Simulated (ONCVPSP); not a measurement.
# Selenium: generating and testing an ONCV potential

Task: generate the file, and judge it by its errors in other configurations, its logarithmic derivatives, its ghosts and its cutoff.

Method: ONCVPSP 4.0.1.1 (patched build), PBE, scalar-relativistic.

## Step 1: The atom and the settings

The settings as typed:

```json
{
 "element": "selenium (Se, Z = 34)",
 "type": "optimised norm-conserving Vanderbilt (ONCV)",
 "frozen core": "[Ne]",
 "valence charge": "24",
 "reference configuration": "3s2 3p6 3d10 4s2 4p4",
 "partial waves": "3s+4s: rc 0.95 bohr, ncon 4, nbas 8, qcut 11.3 1/bohr, 3 projectors, debl 0.5 Ha; 3p+4p: rc 0.90 bohr, ncon 4, nbas 8, qcut 13.3 1/bohr, 2 projectors; 3d: rc 0.80 bohr, ncon 4, nbas 9, qcut 19.1 1/bohr, 2 projectors, debl 3.9 Ha",
 "local potential": "polynomial inside 0.55 bohr (lpopt 3, dvloc0 6 Ha)",
 "core correction": "Teter function, fcfact 2.5, rcfact 1.8"
}
```

The nodes and maxima of the atom's own shells, from an earlier all-electron run, set the scale for the radii.

All-electron outer shells of the reference configuration (PBE, scalar-relativistic, ld1.x):

| shell | level (eV) | outermost node (bohr) | outermost maximum (bohr) |
| --- | --- | --- | --- |
| 2s | -1607.20 | 0.06 | 0.17 |
| 2p | -1413.61 | – | 0.13 |
| 3s | -213.51 | 0.24 | 0.50 |
| 3p | -152.98 | 0.21 | 0.50 |
| 3d | -53.12 | – | 0.45 |
| 4s | -17.29 | 0.70 | 1.51 |
| 4p | -6.51 | 0.74 | 1.82 |

## Step 2: Generating the potential

File Se.dat:

```
# ATOM AND REFERENCE CONFIGURATION
# atsym  z   nc   nv     iexc    psfile
  Se 34.00    3    5        4      upf
#
#   n    l    f
    1    0    2.00
    2    0    2.00
    2    1    6.00
    3    0    2.00
    3    1    6.00
    3    2   10.00
    4    0    2.00
    4    1    4.00
#
# PSEUDOPOTENTIAL AND OPTIMIZATION
# lmax
    2
#
#   l,   rc,      ep,       ncon, nbas, qcut
    0    0.95    0.00    4    8   11.30
    1    0.90    0.00    4    8   13.30
    2    0.80    0.00    4    9   19.10
#
# LOCAL POTENTIAL
# lloc, lpopt,  rc(5),   dvloc0
    4    3    0.55    6.00
#
# VANDERBILT-KLEINMAN-BYLANDER PROJECTORs
# l, nproj, debl
    0    3    0.50
    1    2    1.00
    2    2    3.90
#
# MODEL CORE CHARGE
# icmod, fcfact, rcfact
    3    2.50    1.80
#
# LOG DERIVATIVE ANALYSIS
# epsh1, epsh2, depsh
   -9.00    5.00    0.04
#
# OUTPUT GRID
# rlmax, drl
    6.00    0.01
#
# TEST CONFIGURATIONS
# ncnf
    4
# nvcnf
#   n    l    f
    5
    3    0    2.00
    3    1    6.00
    3    2   10.00
    4    0    2.00
    4    1    3.00
#
    5
    3    0    2.00
    3    1    6.00
    3    2   10.00
    4    0    2.00
    4    1    2.00
#
    5
    3    0    2.00
    3    1    6.00
    3    2   10.00
    4    0    2.00
    4    1    1.00
#
    5
    3    0    2.00
    3    1    6.00
    3    2   10.00
    4    0    1.00
    4    1    5.00
#
```

Run with:

```console
$ oncvpsp.x < Se.dat > Se.out
```

Q: Predict the outcome of this session. Wanted: cutoffs for 1 and 0.1 mHa per electron, occupied waves; bound ghosts; GHOST(+) flags; largest test error; largest phase difference near zero energy, channels read; rms error of d²Exc/dn², without and with the model core; projector energies reset by the program.

As calculated:

| quantity | value |
| --- | --- |
| cutoffs for 1 and 0.1 mHa per electron, occupied waves | 152 Ha and 168 Ha |
| bound ghosts | s at -24787.59 eV |
| GHOST(+) flags | s at 1658 eV |
| largest test error (AE − PS) | -3.6 meV, for 3s2 3p6 3d10 4s2 4p1 |
| largest phase difference near zero energy, channels read | 0.000 rad |
| rms error of d²Exc/dn², without and with the model core | 2.40 and 2.17 mHa |
| projector energies reset by the program | s: -7.846, -0.635, 0.250 Ha |

**Reading.** It has a bound ghost (s), a state that the atom doesn't have, and that rules the file out. The worst unpolarised test, 3s2 3p6 3d10 4s2 4p1, is off by 3.6 meV on 62.1 eV; by total energies transferability rates as very good. Atomic tests can pass in spite of a ghost, since they solve only for the levels asked. It counts as very hard, with 152 Ha needed at the looser tolerance. At the looser tolerance the 3d wave is the slowest; 3p needs 69 Ha. Near zero energy the phases of the channels with partial waves agree within 0.001 rad. The program also flags highly localised states, GHOST(+) (s). These are tests on the free atom; a crystal test is still owed.
